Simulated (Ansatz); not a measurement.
# Al6W: the cost of one run

Method: DFT PBE, scalar-relativistic, plane waves, PAW, unless a step names another level, in Ansatz 0.2.0.

**1. The starting structure**

The structure is tetragonal, space group P4/mmm (No. 123). Conventional cell: a = 5.622 Å, b = 5.622 Å, c = 3.755 Å, α = 90.00°, β = 90.00°, γ = 90.00°. Al (site symmetry m2m) has 8 Al at 2.72 to 2.90 Å and 2 W at 2.78 Å as nearest neighbours. Al (site symmetry mmm) is surrounded by 8 Al at 2.73 Å and 2 W at 2.81 Å. W (site symmetry 4/mmm) has 12 Al at 2.78 to 2.81 Å as nearest neighbours.

Coordinates:

```cif
data_structure
_symmetry_space_group_name_H-M 'P 1'
_symmetry_Int_Tables_number 1
_cell_length_a 5.6222
_cell_length_b 5.6222
_cell_length_c 3.7551
_cell_angle_alpha 90.000
_cell_angle_beta 90.000
_cell_angle_gamma 90.000
_cell_volume 118.70
loop_
_atom_site_label
_atom_site_type_symbol
_atom_site_fract_x
_atom_site_fract_y
_atom_site_fract_z
_atom_site_occupancy
Al1 Al 0.75767 0.75767 0.00000 1
Al2 Al 0.24233 0.24233 0.00000 1
Al3 Al 0.24233 0.75767 0.00000 1
Al4 Al 0.75767 0.24233 0.00000 1
Al5 Al 0.50000 0.00000 0.50000 1
Al6 Al 0.00000 0.50000 0.50000 1
W1 W 0.50000 0.50000 0.50000 1
```

It came out lowest among 28 distinct ends of the trial cells. At a tolerance of 0.05 Å it has space group P4/mmm (No. 123).

**2. A stricter relaxation, on the response runs' mesh and smearing**

Contents of input.yaml:

```yaml
crystal:
  lattice:
    - [5.6221667466, 0.0, 0.0]
    - [0.0, 5.6221667466, 0.0]
    - [0.0, 0.0, 3.7551476254]
  atoms:
    - { symbol: Al, position: [0.7576743037, 0.7576743037, 0.0] }
    - { symbol: Al, position: [0.2423256963, 0.2423256963, 0.0] }
    - { symbol: Al, position: [0.2423256963, 0.7576743037, 0.0] }
    - { symbol: Al, position: [0.7576743037, 0.2423256963, 0.0] }
    - { symbol: Al, position: [0.5, 0.0, 0.5] }
    - { symbol: Al, position: [0.0, 0.5, 0.5] }
    - { symbol: W, position: [0.5, 0.5, 0.5] }
basis:
  ecutwfc: 420
kpoints:
  mp_grid: { grid: [6, 6, 8] }
hamiltonian:
  xc: pbe
scf:
  occupations: { method: gaussian, width: 0.1 }
output:
  forces: true
  stress: true
  eigenvalues: true
  write_density: true
  write_potential: true
  elf: true
  volumetric_format: npy
relax:
  adjacent_minimum: "off"
  f_tol: 0.001
  max_steps: 60
  cell: { stress_tol: 0.01 }
```

The run is started by

```
ansatz run input.yaml --threads 3 --pin off --max-ram 7680MiB --backend cpu --events-out ev --progress --plain --runs-dir out
```

Q: Estimate wall time and peak memory on 3 threads of Intel Xeon 6975P-C (Granite Rapids), shared host.

About 6.3 s, with a peak of 0.55 GiB.
